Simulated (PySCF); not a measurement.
# PbBr⁺: the SCF solver's settings

The same problem is solved with other solver options, one edit a run.

Computed with PySCF 2.14.0. Level: each script names its method and basis.

3 further runs of the same task are left out: 3 that didn't finish.

## Step 1: Where the work starts

PbBr⁺: 2 atoms, charge 1, spin multiplicity 1.

Bond lengths: Pb1–Br2 2.610 Å.

## Step 2: The base run

Input file input.py:

```python
from pyscf import gto, scf, mp

mol = gto.M(
    atom='Pb 0 0 0; Br 0 0 2.61',
    basis='sbkjc',
    ecp={'Pb': 'sbkjc', 'Br': 'sbkjc'},
    charge=1,
    spin=0,
    verbose=4,
)
mf = scf.RHF(mol)
mf.kernel()
mp.MP2(mf).kernel()
mf.dip_moment()
print('orbital energies (hartree):', mf.mo_energy[..., max(0, mol.nelec[1]-3):mol.nelec[0]+3].round(4))
```

Command:

```sh
OMP_NUM_THREADS=1 python input.py
```

Its log is not repeated here.

In short: E(SCF) = -16.303771 Eh, 8 cycles, E(MP2) − E(SCF) = -0.05555 Eh.

The bond length is a typed value, not an optimised one. The dipole of an ion depends on the origin.

## Step 3: Second-order solver on

Variant 1 changes second-order solver: off → on.

Input file input.py:

```python
from pyscf import gto, scf, mp

mol = gto.M(
    atom='Pb 0 0 0; Br 0 0 2.61',
    basis='sbkjc',
    ecp={'Pb': 'sbkjc', 'Br': 'sbkjc'},
    charge=1,
    spin=0,
    verbose=4,
)
mf = scf.RHF(mol)
mf = mf.newton()
mf.kernel()
mp.MP2(mf).kernel()
mf.dip_moment()
print('orbital energies (hartree):', mf.mo_energy[..., max(0, mol.nelec[1]-3):mol.nelec[0]+3].round(4))
```

Command:

```sh
OMP_NUM_THREADS=1 python input.py
```

## Step 4: Level shift 0.1 hartree

Variant 2 changes level shift: none → 0.1 hartree.

input.py, as its differences from that of step 2:

```diff
@@ -11,2 +11,3 @@
 mf = scf.RHF(mol)
+mf.level_shift = 0.1
 mf.kernel()
```

## Step 5: DIIS space 12

Variant 3 changes DIIS space: default → 12.

input.py, as its differences from that of step 2:

```diff
@@ -11,2 +11,3 @@
 mf = scf.RHF(mol)
+mf.diis_space = 12
 mf.kernel()
```

## Step 6: Damping 0.5

Variant 4 changes damping: none → 0.5.

input.py, as its differences from that of step 2:

```diff
@@ -11,2 +11,4 @@
 mf = scf.RHF(mol)
+mf.damp = 0.5
+mf.diis_start_cycle = 8
 mf.kernel()
```

Before running it: what results should come out? Wanted: for each run, E(SCF); from base; gap; after the SCF.

**Answer**, as computed:

```csv
run,E(SCF) (hartree),from base (eV),cycles,gap (eV),after the SCF
base,-16.303771,0,8,9.55,MP2 correlation -1.512 eV
second-order solver on,-16.303771,0.0000,3 macro,9.55,MP2 correlation -1.512 eV
level shift 0.1 hartree,-16.303771,0.0000,10,9.55,MP2 correlation -1.512 eV
DIIS space 12,-16.303771,0.0000,8,9.55,MP2 correlation -1.512 eV
damping 0.5,-16.303771,0.0000,12,9.55,MP2 correlation -1.512 eV
```

Distance from each run's final energy (log10 hartree) by cycle:

```
                    run  cycle 1  cycle 2  cycle 3  cycle 5  cycle 8  cycle 12
                   base     -1.6     -2.4     -3.7     -5.4    < -11      done
 second-order solver on     -3.5     -9.3    < -11     done     done      done
level shift 0.1 hartree     -1.4     -2.7     -3.9     -5.2     -8.8      done
          DIIS space 12     -1.6     -2.4     -3.7     -5.4    < -11      done
            damping 0.5     -1.6     -2.3     -2.9     -3.7     -4.9     < -11
```

With second-order solver on or level shift 0.1 hartree or DIIS space 12 or damping 0.5 the SCF ends at the base energy. The base needs 8 cycles and the run with damping 0.5 needs 12. The cycles with DIIS space 12 repeat those of the base digit for digit, so the setting never acted.
